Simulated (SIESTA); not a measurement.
Crystal: In3Se.

```
In Se
1.0
     4.80376    0.00000    0.00000
     0.00000    4.80376    0.00000
     0.00000    0.00000    4.80376
In Se
3 1
Direct
  0.50000 0.50000 0.00000
  0.50000 0.00000 0.50000
  0.00000 0.50000 0.50000
  0.00000 0.00000 0.00000
```

The cell comes from a database or a generator and needn't be the stable form of this composition.

Base run:

| Property | Result |
| --- | --- |
| Program | SIESTA 5.4.2 |
| Functional | PBEsol |
| Potentials or basis | PseudoDojo 0.4 standard (PBEsol files) |
| Basis | DZP (energy shift 0.003 Ry; two zetas on semicore shells) |
| Grid cutoff | 500 Ry |
| Energy shift | 0.003 Ry |
| k mesh | 6 × 6 × 6 |
| Occupations | fermi-dirac, width 0.05 eV |
| Spin | no spin polarisation |

Its results: band gap on the k mesh none (metal or under the smearing width); pressure -2.5 GPa.

Task: The run is repeated on the same cell with these changes: functional from PBEsol to LDA; potentials or basis from PseudoDojo 0.4 standard (PBEsol files) to PseudoDojo 0.4 standard (LDA files). What comes out?

Result: Band gap on the k mesh none (metal or under the smearing width); pressure -3.8 GPa.

Caveats: the basis of atomic orbitals isn't converged, which shifts pressures, moduli and gaps; spin-orbit coupling is left out, which moves the levels of the heavy elements (some runs).
